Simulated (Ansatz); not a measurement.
# GaH5N2: the cost of one run

Program: Ansatz 0.2.0, Gaussian basis. Level of theory: the settings change from run to run. These are calculated values, not measurements.

### Step 1. The molecule

The structure was relaxed beforehand with PBE0-D4 in a triple-zeta def2 set.

SMILES `[NH2][GaH][NH2]`, 8 atoms, charge 0, spin multiplicity 1.

Atoms are counted from 1 here; the program's logs count them from 0.

Bond lengths: N1–Ga2 1.816 Å, N1–H4 1.005 Å, N1–H5 1.005 Å, Ga2–N3 1.816 Å, Ga2–H6 1.553 Å, N3–H7 1.004 Å, N3–H8 1.005 Å. Angles: Ga2–N1–H4 124.7°, Ga2–N1–H5 123.2°, H4–N1–H5 111.9°, N1–Ga2–N3 117.1°, N1–Ga2–H6 121.4°, N3–Ga2–H6 121.4°, Ga2–N3–H7 123.2°, Ga2–N3–H8 124.7°, H7–N3–H8 112.0°.

### Step 2. B97/cc-pVTZ

Options: finite nuclei, high accuracy, the search for lower states set to off.

Contents of in.yaml:

```yaml
crystal:
  periodic: [false, false, false]
  atoms:
    - {symbol: N, position_ang: [-1.049649, 0.718438, -0.930375]}
    - {symbol: Ga, position_ang: [0.193172, 0.505738, 0.376407]}
    - {symbol: N, position_ang: [0.884644, -1.158503, 0.598436]}
    - {symbol: H, position_ang: [-1.406579, -0.023964, -1.505982]}
    - {symbol: H, position_ang: [-1.523115, 1.587518, -1.102280]}
    - {symbol: H, position_ang: [0.647470, 1.696838, 1.264136]}
    - {symbol: H, position_ang: [1.604277, -1.370520, 1.266378]}
    - {symbol: H, position_ang: [0.649790, -1.955546, 0.033280]}
basis:
  gaussian: {orbitals: cc-pVTZ, nuclear_model: gaussian}
hamiltonian: {xc: {name: B97}}
accuracy: high
scf: {lower_state_search: off}
output: {forces: true}
```

Command:

```bash
$ ansatz run in.yaml --threads 2 --pin off --events-out ev --progress --plain --max-ram 22528MiB --backend cpu
```

Q: Estimate wall time and peak memory on 2 threads of AMD EPYC 7R13, shared host.

About 17 s, with a peak of 0.83 GiB.
